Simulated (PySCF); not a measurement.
# C₄H₈BGaO: electronic excitations

Wanted: the electronic excitations of C₄H₈BGaO (`B[C@@H]1CC=[C]([GaH2])O1`), by calculation.

Computed with PySCF 2.14.0, with density-fitted response routines of our own, on a single molecule in the gas phase. Atoms count from 0, in the outputs and in this text.

## (1) Starting geometry

15 atoms, charge 0, multiplicity 1; geometry from: GFN2-xTB.

Bonds of the start (Å): B0–C1 1.57, C1–C2 1.56, C2–C3 1.51, C3–C4 1.33, C4–Ga5 1.98, C4–O6 1.39, O6–C1 1.45, B0–H7 1.17, B0–H8 1.17, C1–H9 1.10, C2–H10 1.09, C2–H11 1.09, C3–H12 1.07, Ga5–H13 1.59, Ga5–H14 1.56.

## (2) Ultraviolet spectrum: CAM-B3LYP/def2-SVPD

Job settings and geometry (Å):

```
{"job": {"kind": "uv", "xc": "CAM-B3LYP", "basis": "def2-SVPD", "nstates": 8, "ntriplets": 3}, "charge": 0, "multiplicity": 1}
B     -1.706518     1.289925     0.494566
C     -0.880128     0.556128    -0.626101
C     -1.162623    -0.975783    -0.574514
C      0.221921    -1.549560    -0.399846
C      1.124764    -0.578433    -0.344430
Ga     2.881105     0.317421    -0.134207
O      0.557084     0.683116    -0.472224
H     -1.173040     1.690289     1.450846
H     -2.863188     1.367308     0.364209
H     -1.108691     0.930681    -1.632738
H     -1.642325    -1.335206    -1.487275
H     -1.803363    -1.246300     0.270232
H      0.403505    -2.605483    -0.328007
H      4.296866    -0.403073    -0.119353
H      2.850216     1.866959     0.011272
```

Level: TDDFT CAM-B3LYP/def2-SVPD, vertical, gas phase, core orbitals frozen in the response.

Started as:

```
$ OMP_NUM_THREADS=1 python probes_run.py task.json out
```

This one command runs all jobs of the session in turn.

What will the session give for the following? lowest singlet (CAM-B3LYP/def2-SVPD); brightest single state of those computed; lowest triplet. Wanted: lowest singlet; brightest single state of those computed; lowest triplet.

The runs gave:

| quantity | value |
| --- | --- |
| lowest singlet (CAM-B3LYP/def2-SVPD) | 3.88 eV (319 nm), f = 0.016 |
| brightest single state of those computed | state 2, 4.09 eV, f = 0.021 |
| lowest triplet | 3.07 eV |

The first singlet state (HOMO→LUMO 0.64, HOMO→LUMO+1 0.32) lies at 3.88 eV and is weak; of the 8 states computed, the strongest absorption comes from state 2 at 4.09 eV. The lowest triplet lies 0.81 eV below the lowest singlet (triplets in Tamm-Dancoff, singlets in full TDDFT).
